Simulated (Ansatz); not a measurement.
The system is Ba2Tl5V3O12.

```
Ba V Tl O
1.0
     4.23698    2.44622    6.12840
    -4.23698    2.44622    6.12840
     0.00000   -4.89244    6.12840
Ba V Tl O
2 3 5 12
Direct
  0.50000 0.50000 0.50000
  0.00000 0.00000 0.00000
  0.50000 0.50000 0.00000
  0.00000 0.50000 0.50000
  0.50000 0.00000 0.50000
  0.00000 0.00000 0.50000
  0.50000 0.00000 0.00000
  0.00000 0.50000 0.00000
  0.74045 0.74045 0.74045
  0.25955 0.25955 0.25955
  0.71652 0.08089 0.41242
  0.41242 0.71652 0.08089
  0.08089 0.41242 0.71652
  0.58757 0.91911 0.28348
  0.91911 0.28348 0.58757
  0.28348 0.58757 0.91911
  0.28348 0.91911 0.58757
  0.58757 0.28348 0.91911
  0.91911 0.58757 0.28348
  0.41242 0.08089 0.71652
  0.08089 0.71652 0.41242
  0.71652 0.41242 0.08089
```

The cell was built by a generator and needn't be a form met in nature.

Base run:

| Quantity | Value |
| --- | --- |
| Program | Ansatz 0.2.0 |
| Functional | PBE |
| Potentials or basis | all-electron LAPW, scalar-relativistic |
| Cutoff | 423 eV (chosen from the basis error) |
| Basis error allowed | 0.003 eV/atom |
| k mesh | 3 × 3 × 3 |
| Occupations | fermi-dirac, width 0.05 eV |
| Spin | collinear spin, ferromagnetic start |
| Starting moments | [0.0, 0.0, 2.0, 2.0, 2.0, 0.0, 0.0, 0.0, 0.0, 0.0, 0.0, 0.0, 0.0, 0.0, 0.0, 0.0, 0.0, 0.0, 0.0, 0.0, 0.0, 0.0] μB |
| Hubbard terms | V d U = 3 eV |

Its results: band gap on the k mesh none (metal or under the smearing width); pressure 0.7 GPa; net moment 1.32 μB per cell; site moments Ba +0.00, -0.00; V +0.52; Tl -0.01, -0.00; O -0.05 μB; largest force 0.270 eV/Å.

The run is repeated on the same cell with these changes: hubbard terms from V d U = 3 eV to none. What comes out?

Band gap on the k mesh none (metal or under the smearing width); pressure 0.0 GPa; net moment 1.16 μB per cell; site moments Ba +0.00, -0.00; V +0.28; Tl +0.00, +0.01; O -0.01 μB; largest force 0.014 eV/Å.

Caveats: the k mesh is thin for a metal, which can move the energy by tens of meV per atom; the magnetic state may not be the lowest (some runs); U is the effective U less J, on atomic orbitals that reach past the spheres (some runs); semilocal functionals often make such compounds metallic where correlation or magnetic order opens a gap, which also shifts bond lengths (some runs).
